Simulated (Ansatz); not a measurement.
# Cd3Ga (I4/mmm): single point from an input typed as a dict

A script is to give a single point from an input typed as a dict; the system is Cd3Ga (I4/mmm).

All numbers are computed with Ansatz 0.2.0 through its Python package. Level of theory: DFT r2SCAN, plane waves, PAW.

### 1 The structure

The structure is tetragonal, space group I4/mmm (No. 139). The conventional cell has a = 4.382 Å, b = 4.382 Å, c = 8.760 Å, α = 90.00°, β = 90.00°, γ = 90.00°. Around Cd (site symmetry -4m2) lie 8 Cd at 3.10 Å and 4 Ga at 3.10 Å. Cd (site symmetry 4/mmm) is surrounded by 8 Cd at 3.10 Å and 4 Ga at 3.10 Å. Around Ga (site symmetry 4/mmm) lie 12 Cd at 3.10 Å.

The script holds or builds the structure itself.

### 2 The script

cd3ga.py reads:

```python
# -*- coding: utf-8 -*-
"""Single point of Cd3Ga through the engine session."""

import logging
import sys
import warnings

import ansatz as az
import pandas as pd

logging.basicConfig(stream=sys.stdout, format="%(name)s: %(message)s")
logger = logging.getLogger("cd3ga")
logger.setLevel(logging.INFO)

warnings.simplefilter("ignore", az.DeckWarning)

config = {
    "crystal": {
        "lattice": [
            [-2.190863, 2.190863, 4.3802],
            [2.190863, -2.190863, 4.3802],
            [2.190863, 2.190863, -4.3802],
        ],
        "atoms": [
            {"symbol": "Cd", "position": [0.75, 0.25, 0.5]},
            {"symbol": "Cd", "position": [0.25, 0.75, 0.5]},
            {"symbol": "Cd", "position": [0.5, 0.5, 0.0]},
            {"symbol": "Ga", "position": [0.0, 0.0, 0.0]},
        ],
    },
    "kpoints": {"mp_grid": {"kspacing": 0.3}},
    "hamiltonian": {"xc": "r2scan"},
    "scf": {"occupations": {"method": "cold", "width": 0.1}},
    "basis": {"ecutwfc": "19 Ha"},
    "output": {"forces": True, "stress": True, "eigenvalues": True},
}

out = az.Session.from_dict(config).plan(threads=1).execute()
data = out.report

n_atoms = len(data["lattice"]["sites"])
print("F =", round(data["free_energy_ev"], 4), "eV for", n_atoms, "atoms")
print("E(sigma -> 0) =", round(data["energy_sigma0_ev"], 4), "eV, TS =", round(data["entropy_ts_ev"], 5), "eV")
print("closed by", data["closed_by"], "after", data["n_iterations"], "iterations")

fermi = data["fermi_energy_ev"]
logger.info("levels less the Fermi level (eV) at the first k-points")
for k, levels in list(zip(data["kpoints_frac"], data["eigenvalues_ev"]))[:4]:
    logger.info("k = ({:.3f}, {:.3f}, {:.3f})".format(*k))
    print("   ", " ".join(f"{e - fermi:.3f}" for e in levels))

# forces, one row an atom
table = pd.DataFrame(data["forces_ev_ang"], columns=["fx", "fy", "fz"])
table.insert(0, "atom", [site["symbol"] for site in data["lattice"]["sites"]])
print(table.round(4).to_string())
```

### 3 Running it

Launch:

```
$ python cd3ga.py
```

Without the output at hand: what should come out? Wanted: free energy; gap on the mesh; pressure; largest force.

As calculated:

| quantity | value |
| --- | --- |
| free energy | -28594.5028 eV (-7148.6257 eV/atom) |
| gap on the mesh | none |
| pressure | -0.40 GPa |
| largest force | 0.000 eV/Å |

Filled and empty levels meet on the mesh: no gap at this level. The pressure is near zero, so the volume is close to this level's equilibrium. All forces vanish by symmetry. What to keep in mind:
- The computed bands are complete only to about 5.6 eV above the Fermi level.
- The mesh is modest for a metal, so energies can be off by several to tens of meV an atom and pressures by half a GPa or more; differences at equal mesh fare better.
- This cell is a computed structure, which may not be the phase found in nature.
- Levels are Kohn-Sham eigenvalues on this mesh, without spin-orbit coupling.
